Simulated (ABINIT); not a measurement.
# WF (R3m) in ABINIT: reference runs

How does WF come out in PBE? The cell is run as given and disturbed.

Program: ABINIT 10.8.3 (patched build). These are calculated values, not measurements. Logs are shortened: lines on timing, memory, paths and dates and some standing lists are left out, and cuts for length are marked. The log counts tension as positive stress, the text compression.

### 1 The structure

Symmetry: R3m, No. 160, trigonal system. The conventional cell has a = 2.732 Å, b = 2.732 Å, c = 15.209 Å, α = 90.00°, β = 90.00°, γ = 120.00°. Around W (site symmetry 3m) lie 1 F at 1.87 Å. F (site symmetry 3m) is surrounded by 1 W at 1.87 Å.

The cell was built by a generator and needn't be a form met in nature.

### 2 Single point, PBE

run.abi

```
# Pseudopotentials
pp_dirpath "./"
pseudos "W.GGA_PBE-JTH.xml, F.GGA_PBE-JTH.xml"

# Structure
structure "poscar:POSCAR"
natom 2

# Plane-wave basis
ecut 23.0
pawecutdg 45.0
pawxcdev 0
pawovlp 30

# k points
kptopt 1
ngkpt 11 11 11
nshiftk 1
shiftk 0.0 0.0 0.0

# Exchange and correlation
ixc 11

# Bands and occupations
nband 15
occopt 3
tsmear 0.05 eV

# SCF cycle
nstep 100
tolvrs 1.0e-9

# Output
iomode 3
prtwf 0
prtden 0
prteig 0
prtebands 0
enunit 2
```

POSCAR

```
WF
1.0
    1.3658900000      0.7886000000      5.0696000000
   -1.3658900000      0.7886000000      5.0696000000
    0.0000000000     -1.5771900000      5.0696000000
W F
1 1
Direct
    0.8141200000      0.8141200000      0.8141200000  W
    0.9371200000      0.9371200000      0.9371200000  F
```

Potentials or basis: JTH PAW PBE v2.0.

The run is started by

```
> abinit run.abi > log 2>&1
```

run.abo:

```text
.Version 10.8.3 of ABINIT
 Symmetries : space group R3 m (#160); Bravais hR (rhombohedral)
================================================================================
 Values of the parameters that define the memory need of the present run
     intxc =       0    ionmov =       0      iscf =      17    lmnmax =      18
     lnmax =       6     mgfft =      45  mpssoang =       3    mqgrid =    3001
     natom =       2  nloc_mem =       2    nspden =       1   nspinor =       1
    nsppol =       1      nsym =       6    n1xccc =       1    ntypat =       2
    occopt =       3   xclevel =       2
       mpw =        1200          nfft =       91125          nkpt =         146
 PAW method is used; the additional fine FFT grid is defined by:
   mgfftf=        64    nfftf =    262144
================================================================================
================================================================================

--------------------------------------------------------------------------------
------------- Echo of variables that govern the present computation ------------
--------------------------------------------------------------------------------
 -outvars: echo values of preprocessed input variables --------
            acell      1.0033072628E+01  1.0033072628E+01  1.0033072628E+01 Bohr
              amu      1.83850000E+02  1.89984032E+01
             ecut      2.30000000E+01 Hartree
           enunit           2
                       outvar_i_n : Printing only first  50 k-points.
              ixc          11
                       outvar_i_n : Printing only first  50 k-points.
         kptrlatt       11    0    0      0   11    0      0    0   11
          kptrlen      5.67854659E+01
            natom           2
            nband          15
            ngfft          45      45      45
          ngfftdg          64      64      64
             nkpt         146
            nstep         100
             nsym           6
           ntypat           2
                       prtocc : prtvol=0, do not print more k-points.
           occopt           3
        pawecutdg      4.50000000E+01 Hartree
          pawovlp      3.0000000000E+01
         pawxcdev           0
           prtden           0
        prtebands           0
           prteig           0
            prtwf           0
            rprim      2.5726493512E-01  1.4853255228E-01  9.5485749412E-01
                      -2.5726488741E-01  1.4853263493E-01  9.5485749412E-01
                      -4.7714073743E-08 -2.9706330371E-01  9.5485778710E-01
          spgroup         160
           tolvrs      1.00000000E-09
           tsmear      1.83746611E-03 Hartree
            typat      1  2
           useylm           1
                       outvars : Printing only first  50 k-points.
           xangst     -1.7517170757E-17  8.1411999995E-06  1.2381788256E+01
                       1.9059224150E-16  9.3711999996E-06  1.4252470656E+01
            xcart     -3.3102655231E-17  1.5384638335E-05  2.3398188753E+01
                       3.6016713816E-16  1.7709001470E-05  2.6933266157E+01
             xred      8.1412000000E-01  8.1412000000E-01  8.1412000000E-01
                       9.3712000000E-01  9.3712000000E-01  9.3712000000E-01
            znucl       74.00000    9.00000

================================================================================

 chkinp: Checking input parameters for consistency.

================================================================================
== DATASET  1 ==================================================================

--- !DatasetInfo
iteration_state: {dtset: 1, }
dimensions: {natom: 2, nkpt: 146, mband: 15, nsppol: 1, nspinor: 1, nspden: 1, mpw: 1200, }
cutoff_energies: {ecut:  23.0, pawecutdg:  45.0, }
electrons: {nelect:   2.10000000E+01, charge:   0.00000000E+00, occopt:   3.00000000E+00, tsmear:   1.83746611E-03, }
meta: {optdriver: 0, ionmov: 0, optcell: 0, iscf: 17, paral_kgb: 0, }
...

 Exchange-correlation functional for the present dataset will be:
  GGA: Perdew-Burke-Ernzerhof functional - ixc=11
  J.P.Perdew, K.Burke, M.Ernzerhof, PRL 77, 3865 (1996)

 Real(R)+Recip(G) space primitive vectors, cartesian coordinates (Bohr,Bohr^-1):
 R(1)=  2.5811578  1.4902379  9.5801546  G(1)=  0.1937116  0.1118394  0.0347941
 R(2)= -2.5811573  1.4902387  9.5801546  G(2)= -0.1937115  0.1118395  0.0347941
 R(3)= -0.0000005 -2.9804577  9.5801575  G(3)= -0.0000000 -0.2236788  0.0347943
 Unit cell volume ucvol=  2.2110176E+02 bohr^3
 Angles (23,13,12)=  2.98156667E+01  2.98156667E+01  2.98156667E+01 degrees

 Coarse grid specifications (used for wave-functions):

 getcut: wavevector=  0.0000  0.0000  0.0000  ngfft=  45  45  45
         ecut(hartree)=     23.000   => boxcut(ratio)=   2.03146

[... 56 lines left out ...]
  sigma(3 3)= -4.06318053E-05  sigma(2 1)=  0.00000000E+00

--- !ResultsGS
iteration_state: {dtset: 1, }
comment   : Summary of ground state results
lattice_vectors:
- [  2.5811578,   1.4902379,   9.5801546, ]
- [ -2.5811573,   1.4902387,   9.5801546, ]
- [ -0.0000005,  -2.9804577,   9.5801575, ]
lattice_lengths: [  10.03307,   10.03307,   10.03307, ]
lattice_angles: [ 29.816,  29.816,  29.816, ] # degrees, (23, 13, 12)
lattice_volume:   2.2110176E+02
convergence: {deltae: -4.405E-13, res2:  3.129E-10, residm:  2.330E-12, diffor: null, }
etotal    :  -9.33805338E+01
entropy   :   0.00000000E+00
fermie    :   1.42621473E-01
cartesian_stress_tensor: # hartree/bohr^3
- [ -2.60236906E-05,   0.00000000E+00,   0.00000000E+00, ]
- [  0.00000000E+00,  -2.60236906E-05,  -9.60503411E-12, ]
- [  0.00000000E+00,  -9.60503411E-12,  -4.06318053E-05, ]
pressure_GPa:   9.0891E-01
xred      :
- [  8.1412E-01,   8.1412E-01,   8.1412E-01,  W]
- [  9.3712E-01,   9.3712E-01,   9.3712E-01,  F]
cartesian_forces: # hartree/bohr
- [  3.94858281E-19,  -2.89857438E-09,  -4.40838380E-03, ]
- [ -3.94858281E-19,   2.89857438E-09,   4.40838380E-03, ]
force_length_stats: {min:   4.40838380E-03, max:   4.40838380E-03, mean:   4.40838380E-03, }
...

 Integrated electronic density in atomic spheres:
 ------------------------------------------------
 Atom  Sphere_radius  Integrated_density
    1        2.41189         11.77652580
    2        1.40289          5.65073694

================================================================================

 ----iterations are completed or convergence reached----

 Mean square residual over all n,k,spin=   19.788E-15; max=  23.300E-13
 reduced coordinates (array xred) for    2 atoms
       0.814120000000      0.814120000000      0.814120000000
       0.937120000000      0.937120000000      0.937120000000
 rms dE/dt=  4.2236E-02; max dE/dt=  4.1703E-02; dE/dt below (all hartree)
    1       0.041702958873      0.041702958873      0.041702958873
    2      -0.042763046257     -0.042763046257     -0.042763046257

 cartesian coordinates (angstrom) at end:
    1     -0.00000000000000     0.00000814120000    12.38178825600000
    2      0.00000000000000     0.00000937120000    14.25247065600000

 cartesian forces (hartree/bohr) at end:
    1      0.00000000000000    -0.00000000289857    -0.00440838379556
    2     -0.00000000000000     0.00000000289857     0.00440838379556
 frms,max,avg= 2.5451816E-03 4.4083838E-03   0.000E+00  3.638E-11  5.533E-05 h/b

 cartesian forces (eV/Angstrom) at end:
    1      0.00000000000000    -0.00000014905069    -0.22668820915076
    2     -0.00000000000000     0.00000014905069     0.22668820915076
 frms,max,avg= 1.3087850E-01 2.2668821E-01   0.000E+00  1.871E-09  2.845E-03 e/A
 length scales= 10.033072628205 10.033072628205 10.033072628205 bohr
              =  5.309273386579  5.309273386579  5.309273386579 angstroms
 Fermi (or HOMO) energy (hartree) =   0.14262   Average Vxc (hartree)=  -0.38419
 Eigenvalues (hartree) for nkpt= 146  k points:
 kpt#   1, nband= 15, wtk=  0.00075, kpt=  0.0000  0.0000  0.0000 (reduced coord)
  -2.58265   -1.28503   -1.23681   -1.23681   -0.74575   -0.10242   -0.09775   -0.00530
  -0.00530    0.13216    0.13626    0.13626    0.27726    0.27726    0.36436
      occupation numbers for kpt#   1
   2.00000    2.00000    2.00000    2.00000    2.00000    2.00000    2.00000    2.00000
   2.00000    1.99327    1.93910    1.93910    0.00000    0.00000    0.00000
 prteigrs : prtvol=0 or 1, do not print more k-points.

 Fermi (or HOMO) energy (eV) =   3.88093   Average Vxc (eV)= -10.45436
 Eigenvalues (   eV  ) for nkpt= 146  k points:
 kpt#   1, nband= 15, wtk=  0.00075, kpt=  0.0000  0.0000  0.0000 (reduced coord)
 -70.27736  -34.96754  -33.65523  -33.65523  -20.29296   -2.78713   -2.65997   -0.14418
  -0.14418    3.59637    3.70789    3.70789    7.54464    7.54464    9.91483
 prteigrs : prtvol=0 or 1, do not print more k-points.

--- !EnergyTerms
iteration_state     : {dtset: 1, }
comment             : Components of total free energy in Hartree
kinetic             :  1.63470350198380E+01
hartree             :  2.63985247948526E+01
xc                  : -1.09710102471170E+01
Ewald energy        : -6.28515236103940E+01
psp_core            :  5.01371540864061E+00
local_psp           : -7.14236947142406E+01
PAW spherical_terms :  4.10679421470936E+00
internal            : -9.33801591337110E+01
'-kT*entropy'       : -3.72520703077117E-04
total_energy        : -9.33805316544141E+01
total_energy_eV     : -2.54101371470332E+03
...

--- !EnergyTermsDC
iteration_state     : {dtset: 1, }
comment             : '"Double-counting" decomposition of free energy'
band_energy         : -1.42825535595261E+01
Ewald energy        : -6.28515236103940E+01
psp_core            :  5.01371540864061E+00
xc_dc               : -2.88374577958284E+01
PAW spherical_terms :  7.57765831049104E+00
internal            : -9.33801612466170E+01
'-kT*entropy'       : -3.72520703077117E-04
total_energy_dc     : -9.33805337673200E+01
total_energy_dc_eV  : -2.54101377219842E+03
...

--- !EnergyTermsWithPAWCore
iteration_state     : {dtset: 1, }
comment             : 'Components of total free energy, including PAW core contributions'
Total energy        : -1.62427824207403E+04
Total energy DC     : -1.62427824228532E+04
Total energy (eV)   : -4.41988626160196E+05
Total energy DC (eV): -4.41988626217691E+05
...

 Cartesian components of stress tensor (hartree/bohr^3)
  sigma(1 1)= -2.60236906E-05  sigma(3 2)= -9.60503411E-12
  sigma(2 2)= -2.60236906E-05  sigma(3 1)=  0.00000000E+00
  sigma(3 3)= -4.06318053E-05  sigma(2 1)=  0.00000000E+00

-Cartesian components of stress tensor (GPa)         [Pressure=  9.0891E-01 GPa]
- sigma(1 1)= -7.65643410E-01  sigma(3 2)= -2.82589860E-07
- sigma(2 2)= -7.65643410E-01  sigma(3 1)=  0.00000000E+00
- sigma(3 3)= -1.19542898E+00  sigma(2 1)=  0.00000000E+00

== END DATASET(S) ==============================================================
================================================================================

 -outvars: echo values of variables after computation  --------
            acell      1.0033072628E+01  1.0033072628E+01  1.0033072628E+01 Bohr
           etotal     -9.3380533767E+01
            fcart      3.9485828112E-19 -2.8985743756E-09 -4.4083837956E-03
                      -3.9485828112E-19  2.8985743756E-09  4.4083837956E-03
            rprim      2.5726493512E-01  1.4853255228E-01  9.5485749412E-01
                      -2.5726488741E-01  1.4853263493E-01  9.5485749412E-01
                      -4.7714073743E-08 -2.9706330371E-01  9.5485778710E-01
           strten     -2.6023690560E-05 -2.6023690560E-05 -4.0631805315E-05
                      -9.6050341136E-12  0.0000000000E+00  0.0000000000E+00
           xangst     -1.7517170757E-17  8.1411999995E-06  1.2381788256E+01
                       1.9059224150E-16  9.3711999996E-06  1.4252470656E+01
             xred      8.1412000000E-01  8.1412000000E-01  8.1412000000E-01
                       9.3712000000E-01  9.3712000000E-01  9.3712000000E-01
 Calculation completed.
```

Run time: 4.7 min. Hardware: 1 thread of Arm Neoverse V1, shared host; peak memory 0.27 GiB.

Results:

| Item | Value |
| --- | --- |
| Free energy | -2541.0138 eV |
| Pressure | 0.9 GPa |
| Largest force | 0.227 eV/Å |
| Band gap on the k mesh | none (metal or under the smearing width) |

Forces on the atoms (eV/Å):
```
W    0.000  0.000 -0.227
F    0.000  0.000  0.227
```

Levels at points of the mesh, in eV from the Fermi level:
```csv
k point,band 7,band 8,band 9,band 10,band 11,band 12,band 13,band 14
"(0.00, 0.00, 0.00)",-6.54,-4.03,-4.03,-0.28,-0.17,-0.17,3.66,3.66
```

Caveat: an odd number of electrons without spin polarisation forces a metal; a magnetic or distorted state may lie lower; the atomic spheres overlap. The run has no spin-orbit coupling, so splittings on W are missing.

(Continued in part 2 of 2.)
